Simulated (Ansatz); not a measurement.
# BrH6NSi: the cost of one run

Method: RKS PBE-D4/def2-SVP, in Ansatz 0.2.0.

### Step 1. The starting structure

Bond lengths: Si1–H3 1.452 Å, Si1–H4 1.466 Å, Si1–N5 1.701 Å, Si1–Br7 2.699 Å, N5–H8 1.005 Å, N5–H9 1.005 Å. Angles: H3–Si1–H4 108.3°, H3–Si1–N5 130.6°, H3–Si1–Br7 103.7°, H4–Si1–N5 101.2°, H4–Si1–Br7 92.9°, N5–Si1–Br7 113.5°, Si1–N5–H8 121.5°, Si1–N5–H9 125.5°, H8–N5–H9 112.5°.

Structure file:

```xyz
9

Si   -0.5708   -0.3722    0.1475
H     1.2230   -0.7365   -0.2771
H    -0.6602   -1.8088   -0.0432
H    -1.7750    0.0752    0.8531
N    -0.3638    0.8839   -0.9814
H     1.7165   -0.6005    0.5524
Br    0.9778   -0.1130    2.3423
H    -0.9606    1.6921   -0.9817
H     0.4130    0.9797   -1.6119
```

### Step 2. A restrained relaxation towards end A

Springs on the bonds that form and break draw the guess towards this end; the thresholds are loose.

The input, input.yaml:

```yaml
crystal:
  periodic: [false, false, false]
  atoms:
    - { symbol: Si, position_ang: [-0.5708, -0.3722, 0.1475] }
    - { symbol: H, position_ang: [1.223, -0.7365, -0.2771] }
    - { symbol: H, position_ang: [-0.6602, -1.8088, -0.0432] }
    - { symbol: H, position_ang: [-1.775, 0.0752, 0.8531] }
    - { symbol: "N", position_ang: [-0.3638, 0.8839, -0.9814] }
    - { symbol: H, position_ang: [1.7165, -0.6005, 0.5524] }
    - { symbol: Br, position_ang: [0.9778, -0.113, 2.3423] }
    - { symbol: H, position_ang: [-0.9606, 1.6921, -0.9817] }
    - { symbol: H, position_ang: [0.413, 0.9797, -1.6119] }
basis:
  gaussian: { orbitals: def2-SVP }
hamiltonian:
  xc: pbe
  dispersion: d4
relax:
  f_tol: 0.15
  max_steps: 25
  restrain:
    - { distance: [0, 6], at: 3.61, k: 30.0 }
    - { distance: [5, 1], at: 1.92, k: 30.0 }
    - { distance: [0, 1], at: 1.42, k: 30.0 }
    - { distance: [5, 6], at: 1.51, k: 30.0 }
```

Launch:

```sh
> ansatz run input.yaml --threads 2 --pin off --max-ram 3072MiB --backend cpu --events-out ev --progress --plain --runs-dir out
```

**Question.** How long does this run take on 2 threads of AMD EPYC 7B13 (Zen 3), shared host, and how much memory does it need?

About 31 s, with a peak of 0.16 GiB.
